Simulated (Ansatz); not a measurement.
# Sc3Ga2As: the cost of one run

Computed with Ansatz 0.2.0 (DFT PBE, scalar-relativistic, plane waves, PAW, unless a step's input says otherwise).

### Step 1. The structure to begin with

Symmetry: P6/mmm, No. 191, hexagonal system. The conventional cell has a = 3.714 Å, b = 3.714 Å, c = 9.535 Å, α = 90.00°, β = 90.00°, γ = 120.00°. Around Sc (site symmetry 6mm) lie 1 Sc at 2.35 Å and 1 As at 2.42 Å. Sc (site symmetry 6/mmm) has 2 Sc at 2.35 Å as nearest neighbours. Ga (site symmetry -6m2) has 3 As at 2.14 Å and 3 Ga at 2.14 Å as nearest neighbours. As (site symmetry 6/mmm) has 6 Ga at 2.14 Å and 2 Sc at 2.42 Å as nearest neighbours.

Structure file:

```
Sc Ga As
1.0
     3.71360    0.00000    0.00000
    -1.85680    3.21607    0.00000
     0.00000    0.00000    9.53542
Sc Ga As
3 2 1
Cartesian
  0.0000 0.0000 7.1842
  0.0000 0.0000 2.3512
  0.0000 0.0000 0.0000
  0.0000 2.1440 4.7677
  1.8568 1.0720 4.7677
  0.0000 0.0000 4.7677
```

Recipe of the guess: random cell by space group and Wyckoff sites (P6/mmm, No. 191). The dimensions are guesses.

### Step 2. A first look at the guess

Input file input.yaml:

```yaml
crystal:
  lattice:
    - [3.71359592, 0.0, 0.0]
    - [-1.85679796, 3.21606841, 0.0]
    - [0.0, 0.0, 9.53541606]
  atoms:
    - { symbol: Sc, position: [0.0, 0.0, 0.75342101] }
    - { symbol: Sc, position: [0.0, 0.0, 0.24657899] }
    - { symbol: Sc, position: [0.0, 0.0, 0.0] }
    - { symbol: Ga, position: [0.33333333, 0.66666667, 0.5] }
    - { symbol: Ga, position: [0.66666667, 0.33333333, 0.5] }
    - { symbol: As, position: [0.0, 0.0, 0.5] }
basis:
  ecutwfc: 420
kpoints:
  mp_grid: { grid: [6, 6, 2] }
hamiltonian:
  xc: pbe
scf:
  occupations: { method: gaussian, width: 0.1 }
  lower_state_search: "off"
output:
  forces: true
  stress: true
  eigenvalues: true
```

On the command line:

```bash
> ansatz run input.yaml --threads 1 --pin off --max-ram 2560MiB --backend cpu --events-out ev --progress --plain --runs-dir out
```

What time and memory should one allow on 1 thread of Intel Xeon at 2.70GHz, shared host?

About 9 s, with a peak of 0.44 GiB.
